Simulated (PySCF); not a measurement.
# A diatomic session: NaCa+

One table from this session's results is given with a row withheld; the runs are named, their logs left out.

Computed with PySCF 2.14.0. Level: Na aug-pcseg-1, Ca aug-pcseg-1, no relativity.

The first run:

A driver script around PySCF takes these settings:

* atoms: Na, Ca
* charge: 1
* basis: Na aug-pcseg-1, Ca aug-pcseg-1
* Hamiltonian: no relativity
* basis functions: 47
* electrons treated: 30
* masses in u: 22.9898, 39.9626
* levels: PBE0, PBE, r²SCAN, BLYP, M06-L, MN15, CAM-B3LYP, HF, MP2, SCS-MP2, CCSD, CCSD(T)
* grid: 80 radial by 434 angular points
* occupations: held fixed by the projection of orbital angular momentum
* dissociation limit: Na+ + Ca, each in its ground configuration
* starting distance in angstrom: 3.265
* values of 2S to try: 0, 2

Command:

```
> OMP_NUM_THREADS=1 python dia.py task.json out
```

Among the steps run: The job; First curve: PBE0; Higher solutions at PBE0; PBE; r²SCAN; BLYP (GGA); M06-L (meta-GGA); MN15 (hybrid meta-GGA); CAM-B3LYP (range-separated hybrid); RHF; MP2 and coupled cluster.

One of the session's tables, all rows but one given; the rest of the session is left out.

It belongs to the step «The curves together». Energy (eV) from each level's lowest point:

```
R (Å)    RHF  RHF-MP2  RHF-SCS-MP2  RHF-CCSD  RHF-CCSD(T)
3.042  0.300    0.275        0.280       n/a          n/a
3.183  0.164    0.148        0.152     0.152        0.153
3.325  0.076    0.067        0.069     0.069        0.070
3.431  0.035    0.029        0.031     0.030        0.031
3.537      ?        ?            ?         ?            ?
3.643  0.000    0.000        0.000     0.000        0.000
3.785  0.003    0.005        0.004     0.005        0.005
3.961  0.028    0.031        0.029     0.032        0.031
4.174  0.076    0.079        0.077     0.083        0.082
4.457  0.158    0.159        0.156       n/a          n/a
```

**Question.** Estimate the row for R (Å) = 3.537.

Worked estimate for «RHF». A straight line through the neighbours (3.431, 0.035) and (3.643, 0.000) gives 0.035 + (0.000 − 0.035) × (3.537 − 3.431) / (3.643 − 3.431) = 0.018; a parabola fitted to 4 rows on both sides gives 0.011.

**Answer.** RHF: 0.010; RHF-MP2: 0.008; RHF-SCS-MP2: 0.009; RHF-CCSD: 0.008; RHF-CCSD(T): 0.009. In «RHF» the line misses by +0.008 and the parabola by +0.001.

State 2 has its PBE0 minimum 0.99 eV higher. State 3 has its PBE0 minimum 1.62 eV higher. The other levels ran on the lowest alone.
